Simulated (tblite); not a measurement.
# C3H10O2Si2: the cost of one run

Programs: tblite 0.8.0 and PySCF 2.14.0, with density-fitted response routines of our own. Each step states its level of theory. These are calculated values for one molecule in the gas phase, unless marked as measured. Atoms count from 0, in the outputs and in this text.

## (1) Starting geometry

17 atoms, charge 0, multiplicity 1; geometry from: force field or distance geometry start.

Bonds of the start (Å): O0–Si1 1.70, Si1–O2 1.73, Si1–C3 1.83, C3–C4 1.50, C4–Si5 1.88, Si5–C6 1.86, C6–C3 1.52, O0–H7 0.99, Si1–H8 1.49, O2–H9 1.00, C3–H10 1.11, C4–H11 1.11, C4–H12 1.10, Si5–H13 1.44, Si5–H14 1.46, C6–H15 1.11, C6–H16 1.11.

## (2) Relaxing the molecule with GFN2-xTB

The job: settings as JSON, then the geometry in Å.

```
{"job": {"kind": "relax", "xc": "GFN2-xTB", "basis": "xTB"}, "charge": 0, "multiplicity": 1}
O      1.587400    -2.199300    -0.157800
Si     1.622500    -0.583300     0.379600
O      2.918700     0.218400    -0.434300
C      0.062600     0.349500     0.182800
C     -0.749900     0.114400    -1.059300
Si    -2.136600     0.980400    -0.128400
C     -1.144500    -0.162600     0.954000
H      1.743400    -2.153700    -1.138200
H      2.016800    -0.588700     1.817900
H      3.022200     1.074500     0.075700
H      0.173700     1.440900     0.334200
H     -0.931400    -0.964300    -1.237300
H     -0.414100     0.692100    -1.939000
H     -3.475100     0.559200    -0.461300
H     -1.879000     2.410100     0.012900
H     -1.134500     0.063800     2.041900
H     -1.289200    -1.239600     0.746600
```

Command:

```bash
$ OMP_NUM_THREADS=1 python probes_run.py task.json out
```

The driver reads the jobs from task.json and runs them one after another.

**Question.** How long does this first job take on 1 thread of Arm Neoverse N1, shared host?

About 1.8 s.
